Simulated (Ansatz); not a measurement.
# AlRu3: a trial structure relaxed

The task: take a trial cell of AlRu3 to zero force and stress.

Computed with Ansatz 0.2.0 (DFT PBE, scalar-relativistic, plane waves, PAW, unless a step's input says otherwise).

### 1 The system as given

It takes space group Fm-3m (No. 225, cubic). The conventional cell has a = 6.243 Å, b = 6.243 Å, c = 6.243 Å, α = 90.00°, β = 90.00°, γ = 90.00°. Al (site symmetry m-3m) has 8 Ru at 2.70 Å as nearest neighbours. Around Ru (site symmetry -43m) lie 4 Al at 2.70 Å and 4 Ru at 2.70 Å. Around Ru (site symmetry m-3m) lie 8 Ru at 2.70 Å.

As a file:

```cif
data_structure
_symmetry_space_group_name_H-M 'P 1'
_symmetry_Int_Tables_number 1
_cell_length_a 4.4145
_cell_length_b 4.4145
_cell_length_c 4.4145
_cell_angle_alpha 60.000
_cell_angle_beta 60.000
_cell_angle_gamma 60.000
_cell_volume 60.83
loop_
_atom_site_label
_atom_site_type_symbol
_atom_site_fract_x
_atom_site_fract_y
_atom_site_fract_z
_atom_site_occupancy
Al1 Al 0.00000 0.00000 0.00000 1
Ru1 Ru 0.25000 0.25000 0.25000 1
Ru2 Ru 0.75000 0.75000 0.75000 1
Ru3 Ru 0.50000 0.50000 0.50000 1
```

Recipe of the guess: species swapped into a database cell of Li3Pt (Fm-3m, No. 225), with Ru on the Li sites and Al on the Pt sites. Its size is a rough estimate.

### 2 The guess as it stands, on a coarse mesh

input.yaml

```yaml
crystal:
  lattice:
    - [0.0, 3.12149489, 3.12149489]
    - [3.12149489, 0.0, 3.12149489]
    - [3.12149489, 3.12149489, 0.0]
  atoms:
    - { symbol: Al, position: [0.0, 0.0, 0.0] }
    - { symbol: Ru, position: [0.25, 0.25, 0.25] }
    - { symbol: Ru, position: [0.75, 0.75, 0.75] }
    - { symbol: Ru, position: [0.5, 0.5, 0.5] }
basis:
  ecutwfc: 420
kpoints:
  mp_grid: { grid: [6, 6, 6] }
hamiltonian:
  xc: pbe
scf:
  occupations: { method: gaussian, width: 0.1 }
  lower_state_search: "off"
output:
  forces: true
  stress: true
  eigenvalues: true
```

The run is started by

```console
> ansatz run input.yaml --threads 1 --pin off --max-ram 2560MiB --backend cpu --events-out ev --progress --plain --runs-dir out
```

The session goes on with these runs: a loose first relaxation; spin check on a coarse mesh; full relaxation.

What does the calculation give? Wanted: conventional cell; volume; energy over the elements; gap on the mesh; total moment.

As calculated:

| quantity | value |
| --- | --- |
| symmetry at the end (tolerance 0.05 Å) | space group Fm-3m (No. 225) |
| conventional cell | a = 6.080 Å, b = 6.080 Å, c = 6.080 Å, α = 90.00°, β = 90.00°, γ = 90.00° |
| volume | 14.05 Å³/atom |
| energy over the elements | -0.04 eV/atom |
| gap on the mesh | none (metal) |
| total moment | 1.38 μB/cell |

**Reading.** The space group Fm-3m (No. 225) is kept, and the volume per atom shrinks by 7.6 % from the first guess. The formation energy of this structure is too near zero to say whether it is bound against the elements. No finished test with a distortion of lower symmetry is shown, so the end may be a saddle point. Other magnetic orders were not searched.
